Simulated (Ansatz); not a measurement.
# B2(Br)4: structure and electronic state

Aim: characterise B2(Br)4 as a singlet: its structure, frontier levels and distribution of charge.

The runs use Ansatz 0.2.0, Gaussian basis; RKS PBE0-D4/def2-TZVP.

Levels to be run: relaxation at PBE-D4/def2-SVP; a single point at PBE0-D4/def2-TZVP.

2 further runs of the same task are left out: 2 set aside as unsound or not needed.

**1. The starting structure**

6 atoms, charge 0, spin multiplicity 1.

Atoms are counted from 1 here; the program's logs count them from 0.

Bond lengths: B1–Br2 1.895 Å, B1–Br3 1.895 Å, B1–B4 1.680 Å, B4–Br5 1.895 Å, B4–Br6 1.896 Å. Angles: Br2–B1–Br3 116.1°, Br2–B1–B4 122.0°, Br3–B1–B4 121.9°, B1–B4–Br5 122.0°, B1–B4–Br6 122.0°, Br5–B4–Br6 116.1°.

As a file:

```xyz
6
B2Br4
B     0.4584   -0.4755    0.5191
Br    0.9785    0.1302    2.2382
Br    1.0327   -2.2170    0.0390
B    -0.4582    0.4753   -0.5187
Br   -2.2554    0.0502   -0.9452
Br    0.2439    2.0368   -1.3323
```

The start is a GFN2-xTB geometry.

**2. Relaxation at PBE-D4/def2-SVP**

File in.yaml:

```yaml
crystal:
  periodic: [false, false, false]
  atoms:
    - {symbol: B, position_ang: [0.458410, -0.475520, 0.519070]}
    - {symbol: Br, position_ang: [0.978520, 0.130160, 2.238170]}
    - {symbol: Br, position_ang: [1.032710, -2.216960, 0.039030]}
    - {symbol: B, position_ang: [-0.458170, 0.475320, -0.518740]}
    - {symbol: Br, position_ang: [-2.255380, 0.050210, -0.945230]}
    - {symbol: Br, position_ang: [0.243920, 2.036800, -1.332300]}
basis:
  gaussian: {orbitals: def2-SVP}
hamiltonian: {xc: pbe, dispersion: d4}
scf: {lower_state_search: "off"}
output: {orbitals: {seedname: orbitals}}
relax: {f_tol: 0.02, max_steps: 100}
```

Launch:

```bash
$ ansatz run in.yaml --threads 4 --pin off --events-out ev --progress --plain --max-ram 8704MiB
```

What it wrote, cut to the lines that bear on the results:

```text
Functional definition: PBE
  name "PBE"
  cite "Perdew, Burke & Ernzerhof, Phys. Rev. Lett. 77, 3865 (1996) doi:10.1103/PhysRevLett.77.3865"
  parent pbe
[...]
1688 factors; their error is unknown
[...]
mean field -281462.44022083 eV, -10343.5538960211 hartree, gradient 2.2e-6 eV, S^2 0.000000; 0 other end points of the search recorded, 0 dependent functions left out
[...]
reference -281462.44025583 eV, -10343.5538973077 hartree; 75, 75 occupied and 81, 81 virtual orbitals, 1688 factors
relax step   1: F+E_penalty+E_count = -281462.75773904 eV  Δ(F+E_penalty+E_count) = +0.000e0 eV  max|allowed force component| = 4.574e-1 eV/Å  Δτ_max = 0.0000 Å  (15 SCF iters, accepted)
[...]
relax step   7: F+E_penalty+E_count = -281462.82514774 eV  Δ(F+E_penalty+E_count) = +4.666e-4 eV  max|allowed force component| = 5.242e-2 eV/Å  Δτ_max = 0.0279 Å  (18 SCF iters, rejected (line search))
[...]
relax step   8: F+E_penalty+E_count = -281462.82566624 eV  Δ(F+E_penalty+E_count) = -5.190e-5 eV  max|allowed force component| = 4.258e-4 eV/Å  Δτ_max = 0.0054 Å  (20 SCF iters, accepted)
Total energy: -281462.82570173 eV, -10343.5680621832 hartree
Atom 0 at     0.459645    -0.476877     0.520526 Å, force     0.000077     0.000063     0.000051 eV/Å
Atom 1 at     0.703596     0.065919     2.340147 Å, force    -0.000397    -0.000206     0.000022 eV/Å
Atom 2 at     1.252420    -2.095287    -0.125582 Å, force     0.000308     0.000206    -0.000047 eV/Å
Atom 3 at    -0.459708     0.476980    -0.520375 Å, force     0.000023    -0.000205    -0.000304 eV/Å
Atom 4 at    -2.341691     0.164979    -0.681546 Å, force    -0.000011     0.000362     0.000426 eV/Å
Atom 5 at     0.385747     1.864296    -1.533170 Å, force     0.000001    -0.000221    -0.000148 eV/Å
Dipole moment:    -0.000006     0.000010     0.000016 e Å
Checks for a lower state left out: stability, starts, cluster_reference, orbital_swaps, neighbouring_geometries, increment
```

It took 6 s on 4 threads of Intel Xeon 6975P-C, shared host.

Step by step:

| step | energy from step 1 (eV) | largest force component (eV/Å) |
| --- | --- | --- |
| 1 | 0.0000 | 0.4574 |
| 2 | -0.0508 | 0.0870 |
| 3 | -0.0632 | 0.0430 |
| 4 | -0.0662 | 0.0654 |
| 5 | -0.0673 | 0.0512 |
| 6 | -0.0679 | 0.0246 |
| 7 | -0.0674 | 0.0524 |
| 8 | -0.0679 | 0.0004 |

Close pairs (by a distance rule), those that changed most:

| bond | before (Å) | after (Å) | change (Å) |
| --- | --- | --- | --- |
| B4–Br5 | 1.895 | 1.914 | +0.019 |
| B1–Br2 | 1.895 | 1.914 | +0.019 |
| B1–Br3 | 1.895 | 1.914 | +0.019 |
| B4–Br6 | 1.896 | 1.914 | +0.019 |
| B1–B4 | 1.680 | 1.685 | +0.005 |

Bonds by kind at the end (by distance):

| bond | count | shortest (Å) | longest (Å) |
| --- | --- | --- | --- |
| B–Br | 4 | 1.914 | 1.914 |
| B–B | 1 | 1.685 | 1.685 |

**3. Single point, PBE0-D4/def2-TZVP**

start.molden holds the orbitals of an earlier run on this state, given as this run's starting guess.

File in.yaml:

```yaml
crystal:
  periodic: [false, false, false]
  atoms:
    - {symbol: B, position_ang: [0.459645, -0.476877, 0.520526]}
    - {symbol: Br, position_ang: [0.703596, 0.065919, 2.340147]}
    - {symbol: Br, position_ang: [1.252420, -2.095287, -0.125582]}
    - {symbol: B, position_ang: [-0.459708, 0.476980, -0.520375]}
    - {symbol: Br, position_ang: [-2.341691, 0.164979, -0.681546]}
    - {symbol: Br, position_ang: [0.385747, 1.864296, -1.533170]}
basis:
  gaussian: {orbitals: def2-TZVP, initial_orbitals: start.molden}
hamiltonian: {xc: pbe0, dispersion: d4}
scf: {omitted_lower_state_checks: [starts]}
output: {forces: true, orbitals: {seedname: orbitals}}
```

Same command.

What it wrote, cut to the lines that bear on the results:

```text
Functional definition: PBE0
  name "PBE0"
  cite "Adamo & Barone, J. Chem. Phys. 110, 6158 (1999) doi:10.1063/1.478522"
  cite "Perdew, Burke & Ernzerhof, Phys. Rev. Lett. 77, 3865 (1996) doi:10.1103/PhysRevLett.77.3865"
  parent pbe
[...]
1990 factors; their error is unknown
[...]
mean field -281507.66829579 eV, -10345.2159971193 hartree, gradient 7.9e-6 eV, S^2 0.000000; 0 other end points of the search recorded, 0 dependent functions left out
[...]
reference -281507.66832579 eV, -10345.2159982217 hartree; 75, 75 occupied and 179, 179 virtual orbitals, 1990 factors
Total energy: -281507.94647123 eV, -10345.2262198781 hartree
Atom 0 at     0.459645    -0.476877     0.520526 Å, force     0.014063    -0.014438     0.015828 eV/Å
Atom 1 at     0.703596     0.065919     2.340147 Å, force    -0.040843    -0.097049    -0.314222 eV/Å
Atom 2 at     1.252420    -2.095287    -0.125582 Å, force    -0.135366     0.279770     0.114851 eV/Å
Atom 3 at    -0.459708     0.476980    -0.520375 Å, force    -0.013923     0.014244    -0.016189 eV/Å
Atom 4 at    -2.341691     0.164979    -0.681546 Å, force     0.325403     0.057065     0.026162 eV/Å
Atom 5 at     0.385747     1.864296    -1.533170 Å, force    -0.149335    -0.239592     0.173570 eV/Å
Dipole moment:    -0.000010     0.000014     0.000024 e Å
Checks for a lower state left out: starts
```

Wall time 7 s (4 threads of Intel Xeon 6975P-C, shared host); peak memory 1.2 GiB.

From the report: HOMO -8.12 eV, LUMO -2.36 eV.

Mulliken charges, from this run's orbitals:

| atom | value (e) |
| --- | --- |
| B1 | 0.05 |
| Br2 | -0.03 |
| Br3 | -0.03 |
| B4 | 0.05 |
| Br5 | -0.03 |
| Br6 | -0.03 |

Largest Mayer bond orders: B1–Br2 1.33; B1–Br3 1.33; B4–Br5 1.33; B4–Br6 1.33; B1–B4 0.97.

The fields below are evaluated on a grid from the run's orbitals.

Frontier orbitals at PBE0-D4/def2-TZVP, with the share of their density that lies nearest to each atom:

| orbital | energy (eV) | lies on |
| --- | --- | --- |
| HOMO | -8.12 | 4 Br atoms about 19 % each; B1, B4 about 13 % each |
| LUMO | -2.36 | B1, B4 about 32 % each; 4 Br atoms about 9 % each |

ELF in a plane through or near 2 of the atoms.

Ten even steps from ' ' (0.00) to '@' (0.95):
```
                                                        
                                                        
            ..........            ..........            
        ..::==++++==--::        ::--==++++==::..        
      ::==++**####**++==        ==++**####**++==::      
      --++**########**==        ==**########**++--      
    ..==**##########**++..    ..++**##########**==..    
      ::==++**########++--====--++########**++==::      
      ..::--==++**##**==**%%%%**==**##**++==--::..      
              ::====::++==@@@@====..++==::..            
            ..::====--====@@@@--++::++==::..            
      ..::--==++**####==++%%%%++==####**++==--::..      
      --==++****######++======--++######****++==::      
    ..==**##########**++..    ..++**##########**==..    
      --++**##%%####**==..    ..==**########**++--      
      ::==++**####**++==        ==++**####**++==::      
        ..::==++++==--::        ::--==++++==::..        
            ..........            ..........            
                                                        
                                                        
```
The map spans 8.8 Å across and 7.6 Å up, centred on the molecule. Atoms in the plane (x, y in Å): B1 (-0.8, 0.0), B4 (0.8, 0.0).

On the surface of density 0.002 e/bohr³ the electrostatic potential runs, from the 1st to the 99th percentile, from -0.15 V near Br6 to 1.09 V near B4.

**4. Summary of results**

| quantity | value |
| --- | --- |
| point group | D2d |
| commonest bond | B–Br, 4 of mean length 1.914 Å |
| HOMO, LUMO at PBE0-D4/def2-TZVP | -8.12, -2.36 eV |
| dipole at PBE-D4/def2-SVP | 0.00 D |

The molecule keeps its bonding pattern by the stored test; the atoms moved 0.25 Å (rms). No usable vibrations, so a minimum isn't proven. The HOMO lies nearest to 4 Br atoms about 19 % each; B1, B4 about 13 % each and the LUMO to B1, B4 about 32 % each; 4 Br atoms about 9 % each.
